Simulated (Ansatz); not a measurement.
# CH7ClSi2: the cost of one run

Computed with the Python package of Ansatz 0.2.0. The levels of theory stand in the script.

## Step 1: Starting point

Bond lengths: C1–Si2 1.824 Å, Si2–Si3 2.281 Å, Si3–Cl4 2.005 Å, C1–H5 1.052 Å, C1–H6 1.106 Å, C1–H7 1.144 Å, Si2–H8 1.520 Å, Si2–H9 1.467 Å, Si3–H10 1.466 Å, Si3–H11 1.519 Å. Angles (14 of 18 angles, heavy atoms first): C1–Si2–Si3 108.2°, Si2–Si3–Cl4 112.7°, C1–Si2–H8 108.3°, C1–Si2–H9 110.0°, Si3–Si2–H8 110.1°, Si3–Si2–H9 110.1°, Si2–C1–H5 114.8°, Si2–C1–H6 113.2°, Si2–C1–H7 110.0°, Si2–Si3–H10 113.6°, Si2–Si3–H11 110.9°, Cl4–Si3–H10 107.8°, Cl4–Si3–H11 103.0°, H8–Si2–H9 109.9°.

Input file ch7clsi2.xyz:

```xyz
11

C    -0.20350    1.59410    0.24670
Si   -0.31570    0.13660   -0.84360
Si    0.50570   -1.66610    0.28750
Cl   -0.43850   -1.98220    2.02770
H     0.77460    1.86300    0.52540
H    -0.85210    1.52190    1.13930
H    -0.61580    2.51660   -0.28940
H     0.52160    0.40220   -2.08450
H    -1.71220   -0.10000   -1.22410
H     0.45800   -2.91420   -0.48100
H     1.94320   -1.42900    0.71650
```

## Step 2: The script

Input file run_disp.py:

```python
"""Dispersion corrections for CH7ClSi2."""

import ansatz as az

ch7clsi2 = az.Crystal.molecule_from_extxyz("ch7clsi2.xyz")

model = ch7clsi2.calculation().basis(gaussian="def2-SVP")
for name in ["revpbe", "b3lyp"]:
    for correction in ("d3bj", "d4"):
        r = model.functional(name, dispersion=correction).run().report
        print(f"{name:8s} {correction:5s} total {r['free_energy_ev']:.5f} eV, of which dispersion {1000 * r['dispersion']['energy']['ev']:.2f} meV")
```

## Step 3: The calls as engine input

The engine receives this input (first run):

```yaml
crystal:
  periodic: [false, false, false]
  atoms:
    - { symbol: C, position_ang: [-0.2035, 1.5941, 0.2467] }
    - { symbol: Si, position_ang: [-0.3157, 0.1366, -0.8436] }
    - { symbol: Si, position_ang: [0.5057, -1.6661, 0.2875] }
    - { symbol: Cl, position_ang: [-0.4385, -1.9822, 2.0277] }
    - { symbol: H, position_ang: [0.7746, 1.863, 0.5254] }
    - { symbol: H, position_ang: [-0.8521, 1.5219, 1.1393] }
    - { symbol: H, position_ang: [-0.6158, 2.5166, -0.2894] }
    - { symbol: H, position_ang: [0.5216, 0.4022, -2.0845] }
    - { symbol: H, position_ang: [-1.7122, -0.1, -1.2241] }
    - { symbol: H, position_ang: [0.458, -2.9142, -0.481] }
    - { symbol: H, position_ang: [1.9432, -1.429, 0.7165] }
basis:
  gaussian:
    orbitals: def2-SVP
hamiltonian:
  xc: revpbe
  dispersion: d3bj
```

## Step 4: Running it

The run is started by

```sh
python run_disp.py
```

**Question.** How long does this script take on 1 thread of Arm Neoverse V2, shared host, and how much memory does it need?

About 13 s, with a peak of 0.26 GiB.
